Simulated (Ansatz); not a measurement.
# C6H18ClN3Sn: a ladder of functionals and wavefunction methods

One table from this session's results is given with a row withheld; the runs are named, their logs left out.

The runs use Ansatz 0.2.0, Gaussian basis; functionals in def2-TZVPP, the program's frozen cores in correlated methods.

The runs, in order: LDA (SPW92), PBE-D4, revPBE-D4, BLYP-D4, r2SCAN-D4, B97M-V, PBE0-D4, B3LYP-D4, r2SCANh-D4, r2SCAN0-D4, HSE06-D4, BHLYP-D4, CAM-B3LYP-D4, LC-ωPBE, ωB97X-V, ωB97M-V, B2PLYP, PBE-QIDH; CCSD(T)/def2-SVP; CCSD(T)/def2-TZVPP; MP2/def2-QZVPP; extrapolation to the limit; RPA on PBE.

## The relaxed structure

The geometry comes from an earlier relaxation with PBE0-D4 in a triple-zeta def2 set; it is a stationary point, not always the lowest conformer. Sn takes the def2 core potential; no spin-orbit term is included.

SMILES `C[N](C)[Sn]([Cl])([N](C)C)[N](C)C`, 29 atoms, charge 0, spin multiplicity 1.

Atoms are counted from 1 here; the program's logs count them from 0.

Bond lengths: C1–N2 1.442 Å, C1–H12 1.093 Å, C1–H13 1.102 Å, C1–H14 1.099 Å, N2–C3 1.442 Å, N2–Sn4 1.997 Å, C3–H15 1.101 Å, C3–H16 1.092 Å, C3–H17 1.098 Å, Sn4–Cl5 2.340 Å, Sn4–N6 2.007 Å, Sn4–N9 2.007 Å, N6–C7 1.444 Å, N6–C8 1.443 Å, C7–H18 1.101 Å, C7–H19 1.093 Å, C7–H20 1.098 Å, C8–H21 1.093 Å and more. Angles: N2–C1–H12 110.7°, N2–C1–H13 113.0°, N2–C1–H14 110.2°, H12–C1–H13 108.0°, H12–C1–H14 107.6°, H13–C1–H14 107.1°, C1–N2–C3 113.8°, C1–N2–Sn4 119.5°, C3–N2–Sn4 120.1°, N2–C3–H15 113.0°, N2–C3–H16 110.8°, N2–C3–H17 110.0°, H15–C3–H16 108.1°, H15–C3–H17 107.4°, H16–C3–H17 107.4°, N2–Sn4–Cl5 106.4°, N2–Sn4–N6 104.9°, N2–Sn4–N9 115.3° and more.

As a file:

```xyz
29
charge 0, multiplicity 1
C    -1.78532    1.05531    1.66837
N    -0.42030    0.63055    1.86057
C    -0.15930    0.08708    3.17024
Sn    0.65028    0.01870    0.28921
Cl    2.88894    0.03569    0.96967
N     0.24333    1.34575   -1.16067
C     0.46618    2.74861   -0.89963
C     0.50628    0.97194   -2.52951
N     0.31541   -1.87279   -0.29284
C    -1.04382   -2.25562   -0.58530
C     1.30067   -2.61280   -1.03990
H    -1.93162    1.44025    0.65637
H    -2.51549    0.24612    1.83316
H    -2.03413    1.86255    2.37085
H    -0.76531   -0.80474    3.39504
H     0.89363   -0.18374    3.27425
H    -0.38215    0.83784    3.94013
H     1.49563    3.06986   -1.12100
H     0.25893    2.98257    0.14735
H    -0.20825    3.35750   -1.51652
H     0.33131   -0.09670   -2.67770
H    -0.17130    1.51216   -3.20405
H     1.53559    1.19531   -2.85117
H    -1.19275   -3.32098   -0.36301
H    -1.32667   -2.09953   -1.63928
H    -1.74918   -1.69529    0.03502
H     2.30915   -2.29543   -0.76741
H     1.21970   -3.68386   -0.81034
H     1.19098   -2.50473   -2.13161
```

The first run:

Input file in.yaml:

```yaml
crystal:
  periodic: [false, false, false]
  atoms:
    - {symbol: C, position_ang: [-1.785322, 1.055309, 1.668372]}
    - {symbol: N, position_ang: [-0.420303, 0.630549, 1.860572]}
    - {symbol: C, position_ang: [-0.159303, 0.087077, 3.170236]}
    - {symbol: Sn, position_ang: [0.650277, 0.018705, 0.289212]}
    - {symbol: Cl, position_ang: [2.888941, 0.035695, 0.969673]}
    - {symbol: N, position_ang: [0.243327, 1.345750, -1.160671]}
    - {symbol: C, position_ang: [0.466181, 2.748607, -0.899629]}
    - {symbol: C, position_ang: [0.506277, 0.971940, -2.529510]}
    - {symbol: N, position_ang: [0.315408, -1.872790, -0.292844]}
    - {symbol: C, position_ang: [-1.043823, -2.255618, -0.585302]}
    - {symbol: C, position_ang: [1.300670, -2.612798, -1.039899]}
    - {symbol: H, position_ang: [-1.931615, 1.440249, 0.656366]}
    - {symbol: H, position_ang: [-2.515493, 0.246119, 1.833162]}
    - {symbol: H, position_ang: [-2.034131, 1.862551, 2.370849]}
    - {symbol: H, position_ang: [-0.765312, -0.804744, 3.395039]}
    - {symbol: H, position_ang: [0.893625, -0.183737, 3.274246]}
    - {symbol: H, position_ang: [-0.382151, 0.837836, 3.940131]}
    - {symbol: H, position_ang: [1.495632, 3.069864, -1.121001]}
    - {symbol: H, position_ang: [0.258934, 2.982574, 0.147352]}
    - {symbol: H, position_ang: [-0.208255, 3.357499, -1.516521]}
    - {symbol: H, position_ang: [0.331311, -0.096700, -2.677701]}
    - {symbol: H, position_ang: [-0.171302, 1.512162, -3.204048]}
    - {symbol: H, position_ang: [1.535594, 1.195315, -2.851167]}
    - {symbol: H, position_ang: [-1.192750, -3.320976, -0.363005]}
    - {symbol: H, position_ang: [-1.326666, -2.099526, -1.639276]}
    - {symbol: H, position_ang: [-1.749184, -1.695295, 0.035017]}
    - {symbol: H, position_ang: [2.309153, -2.295435, -0.767407]}
    - {symbol: H, position_ang: [1.219704, -3.683859, -0.810340]}
    - {symbol: H, position_ang: [1.190981, -2.504726, -2.131610]}
basis:
  gaussian: {orbitals: def2-TZVPP}
hamiltonian: {xc: lda}
output: {orbitals: {seedname: orbitals}}
```

Run with:

```console
$ ansatz run in.yaml --threads 11 --pin off --events-out ev --progress --plain --max-ram 110592MiB --backend cuda --devices 0, --max-vram 75GiB
```

Steps of the session up to this table: LDA; PBE-D4 (GGA); revPBE-D4 (GGA); BLYP-D4 (GGA); r2SCAN-D4 (meta-GGA); B97M-V (meta-GGA); B3LYP-D4 (hybrid); r2SCANh-D4 (hybrid); r2SCAN0-D4 (hybrid); HSE06-D4 (hybrid); BHLYP-D4 (hybrid); CAM-B3LYP-D4 (range-separated); LC-ωPBE (range-separated); ωB97X-V (range-separated); ωB97M-V (range-separated); B2PLYP (double hybrid); PBE-QIDH (double hybrid).

One table of the session follows, with a row left open; its other results are not shown here.

It belongs to the step «Frontier levels by functional». 

| functional | HOMO (eV) | gap (eV) |
| --- | --- | --- |
| LDA (SPW92) | -5.02 | 3.08 |
| PBE-D4 | -4.90 | 3.25 |
| revPBE-D4 | -4.85 | 3.32 |
| BLYP-D4 | -4.79 | 3.23 |
| r2SCAN-D4 | ? | ? |
| B97M-V | -5.30 | 3.86 |
| PBE0-D4 | -6.20 | 5.56 |
| B3LYP-D4 | -5.99 | 5.06 |
| r2SCANh-D4 | -5.62 | 4.57 |
| r2SCAN0-D4 | -6.37 | 5.86 |
| HSE06-D4 | -5.80 | 4.79 |
| BHLYP-D4 | -7.45 | 7.88 |
| CAM-B3LYP-D4 | -7.57 | 8.00 |
| LC-ωPBE | -8.88 | 10.64 |
| ωB97X-V | -8.57 | 10.12 |
| ωB97M-V | -8.50 | 9.86 |

Q: Estimate the row for r2SCAN-D4 from the others.

Worked estimate for «HOMO (eV)». Against the share of exact exchange, r2SCANh-D4 (0.1, -5.62), r2SCAN0-D4 (0.25, -6.37) give a slope of -5.00 per unit share; at 0 the line stands at -5.12.

The run gave: HOMO (eV): -5.13; gap (eV): 3.72. In «HOMO (eV)» the line misses by +0.01.
